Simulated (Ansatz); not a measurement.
# C₃H₁₁AlS: how energies converge with the basis set

Aim: see how fast density functionals converge with the basis set for C₃H₁₁AlS.

Program: Ansatz 0.2.0, Gaussian basis. Level of theory: one geometry, several basis sets. These are calculated values, not measurements.

Plan: PBE0-D4/def2-SVP; ωB97M-V/def2-SVP; PBE0-D4/def2-QZVPP; ωB97M-V/def2-QZVPP; the functionals' def2-TZVPP values are taken from earlier runs.

### 1 Structure used throughout

The geometry comes from an earlier relaxation with PBE0-D4 in a triple-zeta def2 set; it is a stationary point, not always the lowest conformer.

SMILES `[CH3][Al-]([CH3])([CH3])[SH2+]`, 16 atoms, charge 0, spin multiplicity 1.

Atoms are counted from 1 here; the program's logs count them from 0.

Bond lengths: C1–Al2 1.974 Å, C1–H6 1.097 Å, C1–H7 1.095 Å, C1–H8 1.095 Å, Al2–C3 1.972 Å, Al2–C4 1.972 Å, Al2–S5 2.597 Å, C3–H9 1.095 Å, C3–H10 1.095 Å, C3–H11 1.096 Å, C4–H12 1.095 Å, C4–H13 1.096 Å, C4–H14 1.095 Å, S5–H15 1.344 Å, S5–H16 1.344 Å. Angles: Al2–C1–H6 110.2°, Al2–C1–H7 112.9°, Al2–C1–H8 112.9°, H6–C1–H7 106.3°, H6–C1–H8 106.3°, H7–C1–H8 107.7°, C1–Al2–C3 118.2°, C1–Al2–C4 118.2°, C1–Al2–S5 98.9°, C3–Al2–C4 118.9°, C3–Al2–S5 96.4°, C4–Al2–S5 96.4°, Al2–C3–H9 113.0°, Al2–C3–H10 112.8°, Al2–C3–H11 110.1°, H9–C3–H10 107.7°, H9–C3–H11 106.3°, H10–C3–H11 106.5° and more.

### 2 PBE0-D4 in def2-SVP

File in.yaml:

```yaml
crystal:
  periodic: [false, false, false]
  atoms:
    - {symbol: C, position_ang: [-0.487703, 1.300617, -1.334698]}
    - {symbol: Al, position_ang: [0.213215, -0.128167, -0.166682]}
    - {symbol: C, position_ang: [1.927080, 0.181903, 0.758413]}
    - {symbol: C, position_ang: [-0.358473, -1.982629, -0.517960]}
    - {symbol: S, position_ang: [-1.308709, 0.258982, 1.901809]}
    - {symbol: H, position_ang: [0.044146, 1.301270, -2.293624]}
    - {symbol: H, position_ang: [-0.357560, 2.301615, -0.909604]}
    - {symbol: H, position_ang: [-1.549687, 1.175372, -1.571713]}
    - {symbol: H, position_ang: [2.021135, 1.197526, 1.157295]}
    - {symbol: H, position_ang: [2.096866, -0.516698, 1.583971]}
    - {symbol: H, position_ang: [2.761383, 0.047224, 0.059791]}
    - {symbol: H, position_ang: [-0.166603, -2.653510, 0.325583]}
    - {symbol: H, position_ang: [0.194342, -2.390957, -1.372337]}
    - {symbol: H, position_ang: [-1.420690, -2.063019, -0.772180]}
    - {symbol: H, position_ang: [-1.161540, 1.593158, 1.962818]}
    - {symbol: H, position_ang: [-2.470400, 0.354716, 1.233419]}
basis:
  gaussian: {orbitals: def2-SVP}
hamiltonian: {xc: pbe0, dispersion: d4}
output: {orbitals: {seedname: orbitals}}
```

Started as:

```bash
$ ansatz run in.yaml --threads 4 --pin off --events-out ev --progress --plain --max-ram 11315MiB
```

After this run come: ωB97M-V in def2-SVP; PBE0-D4 in def2-QZVPP; ωB97M-V in def2-QZVPP.

**Question.** What will the summary of the whole plan be? Wanted: PBE0-D4: double and triple zeta above quadruple; ωB97M-V: double and triple zeta above quadruple.

As calculated:

| quantity | value |
| --- | --- |
| PBE0-D4: double and triple zeta above quadruple | 10.49, 0.74 eV |
| ωB97M-V: double and triple zeta above quadruple | 10.71, 0.71 eV |

In words: PBE0-D4 gains 9.75 eV from double to triple zeta, then 0.74 eV more. Total energies overstate the basis error of differences, where much of it tends to cancel. The LUMO of ωB97M-V is positive and keeps falling with the basis (1.95 to 0.90 eV): an unbound level that the basis holds in place.
